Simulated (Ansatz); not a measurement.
# NbIn2Se3: the cost of one run

Computed with Ansatz 0.2.0 (DFT PBE, scalar-relativistic, plane waves, PAW, unless a step's input says otherwise).

1 further run of the same task is left out (set aside as unsound or not needed).

## 1. The structure to begin with

Symmetry: P4/mmm, No. 123, tetragonal system. Conventional cell: a = 4.928 Å, b = 4.928 Å, c = 7.663 Å, α = 90.00°, β = 90.00°, γ = 90.00°. Nb (site symmetry 4/mmm) is surrounded by 2 Se at 2.05 Å. In (site symmetry mmm) is surrounded by 2 Nb at 2.46 Å. Se (site symmetry 4/mmm) has 2 Se at 1.79 Å as nearest neighbours. Se (site symmetry 4mm) has 1 Se at 1.79 Å and 1 Nb at 2.05 Å as nearest neighbours.

As a file:

```cif
data_structure
_symmetry_space_group_name_H-M 'P 1'
_symmetry_Int_Tables_number 1
_cell_length_a 4.9278
_cell_length_b 4.9278
_cell_length_c 7.6626
_cell_angle_alpha 90.000
_cell_angle_beta 90.000
_cell_angle_gamma 90.000
_cell_volume 186.07
loop_
_atom_site_label
_atom_site_type_symbol
_atom_site_fract_x
_atom_site_fract_y
_atom_site_fract_z
_atom_site_occupancy
Nb1 Nb 0.50000 0.50000 0.50000 1
In1 In 0.50000 0.00000 0.50000 1
In2 In 0.00000 0.50000 0.50000 1
Se1 Se 0.50000 0.50000 0.00000 1
Se2 Se 0.50000 0.50000 0.76698 1
Se3 Se 0.50000 0.50000 0.23302 1
```

The cell is invented: random cell by space group and Wyckoff sites (P4/mmm, No. 123). The dimensions are guesses.

## 2. Probe: one point on a coarse mesh

input.yaml

```yaml
crystal:
  lattice:
    - [4.92782858, 0.0, 0.0]
    - [0.0, 4.92782858, 0.0]
    - [0.0, 0.0, 7.66259571]
  atoms:
    - { symbol: Nb, position: [0.5, 0.5, 0.5] }
    - { symbol: In, position: [0.5, 0.0, 0.5] }
    - { symbol: In, position: [0.0, 0.5, 0.5] }
    - { symbol: Se, position: [0.5, 0.5, 0.0] }
    - { symbol: Se, position: [0.5, 0.5, 0.7669786] }
    - { symbol: Se, position: [0.5, 0.5, 0.2330214] }
basis:
  ecutwfc: 420
kpoints:
  mp_grid: { grid: [4, 4, 2] }
hamiltonian:
  xc: pbe
scf:
  occupations: { method: gaussian, width: 0.1 }
  lower_state_search: "off"
output:
  forces: true
  stress: true
  eigenvalues: true
```

Command:

```
$ ansatz run input.yaml --threads 1 --pin off --max-ram 2560MiB --backend cpu --events-out ev --progress --plain --runs-dir out
```

Q: Estimate wall time and peak memory on 1 thread of Intel Xeon 6975P-C (Granite Rapids), shared host.

About 4.5 s, with a peak of 0.54 GiB.
